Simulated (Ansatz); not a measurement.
# AlBrH3N: small, medium and large basis sets

Aim: see how fast density functionals converge with the basis set for AlBrH3N.

Program: Ansatz 0.2.0, Gaussian basis. Level of theory: one geometry, several basis sets. These are calculated values, not measurements.

The runs, in order: PBE0-D4/def2-SVP; ωB97M-V/def2-SVP; PBE0-D4/def2-QZVPP; ωB97M-V/def2-QZVPP; the functionals' def2-TZVPP values are taken from earlier runs.

**1. Structure used throughout**

An earlier PBE0-D4 in a triple-zeta def2 set relaxation fixed the geometry.

SMILES `[NH2][AlH][Br]`, 6 atoms, charge 0, spin multiplicity 1.

Atoms are counted from 1 here; the program's logs count them from 0.

Bond lengths: N1–Al2 1.756 Å, N1–H4 1.007 Å, N1–H5 1.007 Å, Al2–Br3 2.258 Å, Al2–H6 1.571 Å. Angles: Al2–N1–H4 124.3°, Al2–N1–H5 124.9°, H4–N1–H5 110.7°, N1–Al2–Br3 117.4°, N1–Al2–H6 121.8°, Br3–Al2–H6 120.8°.

Coordinates:

```xyz
6
AlBrH3N
N    -0.53860    0.31204   -0.78698
Al    0.36517   -0.08798    0.66459
Br    1.47699   -2.05322    0.68852
H    -1.07031    1.15863   -0.90973
H    -0.59793   -0.26820   -1.60779
H     0.40677    0.87472    1.90517
```

**2. PBE0-D4 in def2-SVP**

Input file in.yaml:

```yaml
crystal:
  periodic: [false, false, false]
  atoms:
    - {symbol: N, position_ang: [-0.538598, 0.312041, -0.786977]}
    - {symbol: Al, position_ang: [0.365172, -0.087983, 0.664593]}
    - {symbol: Br, position_ang: [1.476993, -2.053217, 0.688523]}
    - {symbol: H, position_ang: [-1.070311, 1.158633, -0.909725]}
    - {symbol: H, position_ang: [-0.597928, -0.268198, -1.607785]}
    - {symbol: H, position_ang: [0.406770, 0.874724, 1.905171]}
basis:
  gaussian: {orbitals: def2-SVP}
hamiltonian: {xc: pbe0, dispersion: d4}
output: {orbitals: {seedname: orbitals}}
```

Run with:

```console
$ ansatz run in.yaml --threads 2 --pin off --events-out ev --progress --plain --max-ram 32768MiB --backend cpu
```

The runs that follow: ωB97M-V in def2-SVP; PBE0-D4 in def2-QZVPP; ωB97M-V in def2-QZVPP.

**Question.** What will the summary of the whole plan be? Wanted: PBE0-D4: double and triple zeta above quadruple; ωB97M-V: double and triple zeta above quadruple.

As calculated:

| quantity | value |
| --- | --- |
| PBE0-D4: double and triple zeta above quadruple | 14.49, 1.74 eV |
| ωB97M-V: double and triple zeta above quadruple | 14.45, 1.68 eV |

PBE0-D4 gains 12.75 eV from double to triple zeta, then 1.74 eV more. These are total energies; as a rule much of such shifts cancels in differences, which this series doesn't test. The LUMO of ωB97M-V is positive and keeps falling with the basis (1.35 to 0.76 eV): an unbound level that the basis holds in place.
